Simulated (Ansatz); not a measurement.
Run this with Ansatz's Python interface and show what comes out.

Script `c2h6clsi_torsion.py`:
```python
import ansatz as az
from ase import Atoms

atoms = Atoms(['C', 'Si', 'C', 'Cl', 'H', 'H', 'H', 'H', 'H', 'H'], positions=[
    [-0.997, 1.2859, -0.2366],
    [-0.0128, -0.0978, -0.6324],
    [0.8654, -0.7721, 0.8036],
    [-1.2976, -1.4558, -1.3047],
    [-0.966, 2.2145, -0.8731],
    [-1.7768, 1.2802, 0.5438],
    [0.9331, 0.22, -1.7507],
    [0.255, -1.0201, 1.6258],
    [1.6209, -0.0311, 1.2534],
    [1.4589, -1.6749, 0.5737],
])

first = (
    az.Crystal.molecule_from_ase(atoms).calculation()
    .basis(gaussian='def2-SVP')
    .functional('cam_b3lyp')
    .spin('collinear', total=1)
    .relax(force_tolerance=0.02, max_steps=80)
)
atoms.positions = first.run(threads=1).report['positions_ang']

start = atoms.get_dihedral(2, 1, 0, 4)
energies = {}
for turn in range(0, 360, 30):
    turned = atoms.copy()
    turned.set_dihedral(2, 1, 0, 4, start + turn, indices=[0, 4, 5])
    setup = az.Crystal.molecule_from_ase(turned).calculation()
    setup = setup.basis(gaussian='def2-SVP').functional('cam_b3lyp')
    setup = setup.spin('collinear', total=1)
    energies[round((start + turn) % 360)] = setup.run(threads=1).report['free_energy_ev']
floor = min(energies.values())
print('dihedral C2-Si1-C0-H4 (deg)   E - E(min) (kcal/mol)')
for angle, e in sorted(energies.items()):
    print(f'{angle:8d} {23.060548 * (e - floor):14.3f}  ' + '#' * int(30 * (e - floor) / max(max(energies.values()) - floor, 1e-9)))
```

```console
$ python c2h6clsi_torsion.py
dihedral C2-Si1-C0-H4 (deg)   E - E(min) (kcal/mol)
       6          0.191  ###########
      36          0.328  ###################
      66          0.480  ############################
      96          0.410  ########################
     126          0.152  #########
     156          0.000
     186          0.141  ########
     216          0.399  ########################
     246          0.497  ##############################
     276          0.385  #######################
     306          0.245  ##############
     336          0.168  ##########
```

Caveats:
- The scan is rigid and the energies are electronic, in a modest basis. With rigid groups the curve can differ much from the relaxed path, the start wasn't checked as a minimum of this torsion, and equivalent turns needn't return to the same energy.
- The run takes the species as open-shell (spin multiplicity 2), which needn't be its ground state.
- Run time: 2.3 min on 1 thread of Intel(R) Xeon(R) Platinum 8488C (Sapphire Rapids), on a shared host, peak memory 0.4 GiB.
